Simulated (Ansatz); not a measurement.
## ScNb under changes of volume

One of the cells (20.641 Å³/atom); the others are scaled copies at fixed shape and fractional positions:

```
Nb Sc
1.0
     3.06564    0.00000    0.00000
    -1.53282    2.65493    0.00000
     0.00000    0.00000    5.07219
Nb Sc
1 1
Cartesian
  0.0000 1.7700 2.5361
  0.0000 0.0000 0.0000
```

The cell comes from a database or a generator and needn't be the stable form of this composition.

- Program: Ansatz 0.2.0
- Functional: PBE
- Potentials or basis: SSSP efficiency PAW
- Cutoff: 1225 eV
- Density cutoff: 12245 eV
- k mesh: 10 × 10 × 5
- Occupations: fermi-dirac, width 0.05 eV
- Spin: no spin polarisation

| volume (Å³/atom) | energy over the lowest point (meV/atom) | pressure (GPa) |
| --- | --- | --- |
| 19.403 | ? | ? |
| 19.816 | 10.86 | 4.4 |
| 20.229 | 2.56 | 2.1 |
| 20.641 | 0.00 | -0.1 |
| 21.054 | 2.71 | -2.0 |
| 21.467 | 10.25 | -3.8 |
| 21.880 | 22.18 | -5.4 |

Problem. What does the run at 19.403 Å³/atom give?

Solution. Energy over the lowest point 25.39 meV/atom; pressure 6.9 GPa.

Worked out: A Birch-Murnaghan fit of order 3 (a polynomial in V^(-2/3)) to the other rows has its minimum at 20.63 Å³/atom with B0 = V·E''(V) = 102 GPa and B' = 3.5 at fixed shape and positions, which overstates the stiffness. It gives 25.47 meV/atom at 19.403 Å³/atom, against the run's 25.39, and -dE/dV = 7.0 GPa, against 6.9.

Energies are extrapolated to zero smearing.
